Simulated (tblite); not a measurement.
# C5H11FO3Si: the cost of one run

Programs: tblite 0.8.0 and PySCF 2.14.0, with density-fitted response routines of our own. Each step states its level of theory. These are calculated values for one molecule in the gas phase, unless marked as measured. Atoms count from 0, in the outputs and in this text.

### 1 The starting structure

21 atoms, charge 0, multiplicity 1; geometry from: force field or distance geometry start.

Bonds of the start (Å): C0–C1 1.52, C1–Si2 1.87, Si2–F3 1.67, Si2–C4 1.87, C4–O5 1.40, O5–C6 1.38, C6–O7 1.37, O7–C8 1.38, C8–O9 1.37, O9–Si2 1.70, C0–H10 1.12, C0–H11 1.12, C0–H12 1.10, C1–H13 1.10, C1–H14 1.11, C4–H15 1.12, C4–H16 1.11, C6–H17 1.11, C6–H18 1.12, C8–H19 1.11, C8–H20 1.11.

### 2 Geometry optimisation with GFN2-xTB

The job: settings as JSON, then the geometry in Å.

```
{"job": {"kind": "relax", "xc": "GFN2-xTB", "basis": "xTB"}, "charge": 0, "multiplicity": 1}
C      3.151300     0.324100    -0.204800
C      1.909400    -0.282700    -0.836800
Si     0.468800    -0.309700     0.356400
F      1.095800    -0.360200     1.902600
C     -0.529600     1.270800     0.243300
O     -1.753600     0.991600     0.852000
C     -2.679800     0.559000    -0.075900
O     -2.398700    -0.665600    -0.626400
C     -1.800900    -1.583700     0.216900
O     -0.450600    -1.697600    -0.010500
H      3.286500     0.002900     0.854800
H      3.101100     1.439500    -0.235300
H      4.014300    -0.070600    -0.762000
H      1.661900     0.170500    -1.803900
H      2.151000    -1.354100    -1.018100
H      0.047400     2.055000     0.796800
H     -0.654700     1.625300    -0.800400
H     -2.655400     1.294100    -0.908700
H     -3.672100     0.611600     0.434200
H     -2.058700    -1.430300     1.290400
H     -2.242400    -2.572900    -0.046400
```

Launch:

```
> OMP_NUM_THREADS=1 python probes_run.py task.json out
```

The driver reads the jobs from task.json and runs them one after another.

**Question.** How long does this first job take on 1 thread of Arm Neoverse N1, shared host, and how much memory does it need?

About 2.5 s, with a peak of 0.18 GiB.
